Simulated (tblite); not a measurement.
# GFN2-xTB run of C3H5BrSi (SMILES C#C[SiH2]CBr)

Wanted: a geometry optimisation of C3H5BrSi. The job is set up through a Python script.

The calculation is run with tblite 0.8.0.

13 further runs of the same task are left out: 13 set aside as unsound or not needed.

### 1 The structure to begin with

C3H5BrSi has 10 atoms, charge 0, and is taken as a singlet. As SMILES, `C#C[SiH2]CBr`. The shape is that of a GFN2-xTB optimisation. This is one conformer, not always the lowest. The run starts from this shape.

Bond lengths: C1–C2 1.202 Å, C2–Si3 1.846 Å, Si3–C4 1.915 Å, C4–Br5 1.957 Å, C1–H6 1.052 Å, Si3–H7 1.466 Å, Si3–H8 1.463 Å, C4–H9 1.087 Å, C4–H10 1.087 Å. Some angles: C1–C2–Si3 177.9°, C2–Si3–C4 105.9°, Si3–C4–Br5 110.2°, C2–C1–H6 179.4°, C2–Si3–H7 110.8°, C2–Si3–H8 110.5°, C4–Si3–H7 107.1°, C4–Si3–H8 108.7°, Si3–C4–H9 112.7°, Si3–C4–H10 112.7°.

### 2 A structure relaxation at GFN2-xTB

Input file input.xyz:

```xyz
10

C     -2.221030    -0.138890     1.296610
C     -1.168430    -0.448870     0.804800
Si     0.443770    -0.870480     0.010900
C      1.145860     0.780520    -0.659380
Br    -0.021100     1.494060    -2.058870
H     -3.144490     0.122370     1.728330
H      1.398220    -1.374560     1.003510
H      0.236680    -1.782380    -1.114450
H      1.204670     1.552210     0.104050
H      2.125830     0.666020    -1.115520
```

Input file job.py:

```python
# GFN2-xTB geometry optimisation
import json
import numpy as np
from tblite.interface import Calculator
from tblite.interface import symbols_to_numbers
from scipy.optimize import minimize

symbols = list(map(str, np.loadtxt("input.xyz", skiprows=2, usecols=0, dtype=str, ndmin=1)))
numbers = np.array(symbols_to_numbers(symbols))
positions = np.loadtxt("input.xyz", skiprows=2, usecols=(1, 2, 3), ndmin=2) / 0.529177210903

calculator = Calculator("GFN2-xTB", numbers, positions, charge=0, uhf=0)
calculator.set("verbosity", 0)
calculator.set("accuracy", 0.01)
last, frames, energies, grads = [None], [], [], []

def fun(x):
    calculator.update(x.reshape(-1, 3))
    last[0] = calculator.singlepoint(last[0])
    return float(last[0].get('energy')), last[0].get('gradient').ravel()

def show(x):
    e, g = fun(x)
    frames.append(x.reshape(-1, 3).tolist())
    energies.append(e)
    grads.append(g.reshape(-1, 3).tolist())
    print(f"{len(energies) - 1:4d} {e:16.9f} {np.abs(g).max():12.3e} {np.linalg.norm(g):12.3e}")

print("step      energy/Eh       max grad     grad norm")
show(positions.ravel())
opt = minimize(fun, positions.ravel(), jac=True, method="BFGS", callback=show, options={"gtol": 3e-05, "maxiter": 500})
print("converged:", opt.success, "-", opt.message)
fun(opt.x)
res = last[0]
final = opt.x.reshape(-1, 3)
print("final geometry (angstrom)")
for s, p in zip(symbols, final * 0.529177210903):
    print(f"{s:<2} {p[0]:12.6f} {p[1]:12.6f} {p[2]:12.6f}")
print(f"Energy: {res.get('energy') * 27.211386:.8f} eV")
eps = np.atleast_2d(res.get("orbital-energies")) * 27.211386
occ = np.atleast_2d(res.get("orbital-occupations"))
filled = occ.sum(axis=0) if eps.shape[0] == 1 else occ[0]
homo = np.nonzero(filled > 0.5)[0].max()
print("  MO   occupation   energy/eV")
for i in range(max(0, homo - 4), min(eps.shape[1], homo + 5)):
    print(f"{i + 1:4d} {filled[i]:10.4f} {eps[0, i]:12.4f}")
mu = res.get("dipole") * 2.541746
print(f"dipole: {np.linalg.norm(mu):.4f} D, components " + " ".join(f"{c:.4f}" for c in mu))
q = res.get("charges")
print("Charges:", " ".join(f"{s}{i + 1}={c:+.4f}" for i, (s, c) in enumerate(zip(symbols, q))))
out = {k: np.asarray(res.get(k)).tolist() for k in ("energy", "gradient", "charges", "dipole", "orbital-energies", "orbital-occupations")}
out.update(symbols=symbols, positions=(positions * 0.529177210903).tolist(), final=final.tolist(), frames=frames, step_energies=energies, grads=grads, success=bool(opt.success))
json.dump(out, open("results.json", "w"))
```

On the command line:

```bash
python job.py
```

Q: Predict the results. Wanted: total energy at the end; dipole moment; HOMO energy; LUMO energy; HOMO–LUMO gap.

Computed results:

At GFN2-xTB:

```
               quantity         value
total energy at the end  -14.69621 Eh
          dipole moment        3.86 D
            HOMO energy     -10.60 eV
            LUMO energy      -6.28 eV
          HOMO–LUMO gap       4.33 eV
```

In words: At the final geometry: Bond lengths: C1–C2 1.203 Å, C2–Si3 1.846 Å, Si3–C4 1.915 Å, C4–Br5 1.957 Å, C1–H6 1.052 Å, Si3–H7 1.466 Å, Si3–H8 1.463 Å, C4–H9 1.087 Å, C4–H10 1.087 Å. Some angles: C1–C2–Si3 178.1°, C2–Si3–C4 106.1°, Si3–C4–Br5 110.3°, C2–C1–H6 179.7°, C2–Si3–H7 110.7°, C2–Si3–H8 110.5°, C4–Si3–H7 107.1°, C4–Si3–H8 108.6°, Si3–C4–H9 112.8°, Si3–C4–H10 112.7°. The optimisation took 33 steps and changed the energy by -0.000 eV.
